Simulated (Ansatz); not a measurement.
Run this with Ansatz 0.2.0 through its Python package and show what comes out.

The script, `f2h5nsi2_ip.py`:
```python
import ansatz as az


def energy(molecule, charge=0, unpaired=0):
    calc = molecule.calculation().basis(gaussian="def2-SVP").functional("pbe0")
    if charge:
        calc = calc.charge(charge)
    if unpaired:
        calc = calc.spin("collinear", total=unpaired)
    report = calc.run(threads=1, backend="cpu").report
    if report["published_state_doubts"]:
        print("  doubts:", report["published_state_doubts"])
    return report["free_energy_ev"]


def main() -> None:
    mol = (
        az.Crystal.molecule()
        .atom("N", (-1.0201, 0.6311, -1.4125))
        .atom("Si", (-0.3044, -0.6286, -0.6456))
        .atom("F", (0.6734, -1.248, -1.7353))
        .atom("F", (-1.3824, -1.6721, -0.3182))
        .atom("Si", (0.8493, -0.0434, 1.2839))
        .atom("H", (-1.7344, 1.1226, -0.7926))
        .atom("H", (-0.3526, 1.3803, -1.6686))
        .atom("H", (-0.0478, 0.6063, 2.2754))
        .atom("H", (1.5097, -1.1858, 1.9968))
        .atom("H", (1.8925, 0.9864, 1.0198))
    )

    parent = energy(mol, 0, 0)
    cation = energy(mol, 1, 1)
    print(f"E(N)   = {parent:.5f} eV")
    print(f"E(N-1) = {cation:.5f} eV  (1 unpaired)")
    print(f"vertical ionisation energy {cation - parent:.3f} eV")


if __name__ == "__main__":
    main()
```

`python f2h5nsi2_ip.py` gives:
```text
E(N)   = -22739.98981 eV
E(N-1) = -22729.94260 eV  (1 unpaired)
vertical ionisation energy 10.047 eV
```

At this unrelaxed geometry removing an electron costs 10.05 eV.

Caveats:
- Total energies depend on the basis set; only differences at equal settings carry meaning.
- The geometry is a force-field or estimated start, not a minimum of this method, and the basis set is short of its limit. All parts are taken at fixed geometry, without zero-point energy. At an unrelaxed start these energies can be a whole eV from those at the minimum, and a small affinity can change sign.
- The whole script took 11 s on 1 thread of Arm Neoverse V2, with other jobs on the host, peak memory 0.35 GiB.

(Lines on the test bed's own set-up are left out of the output.)
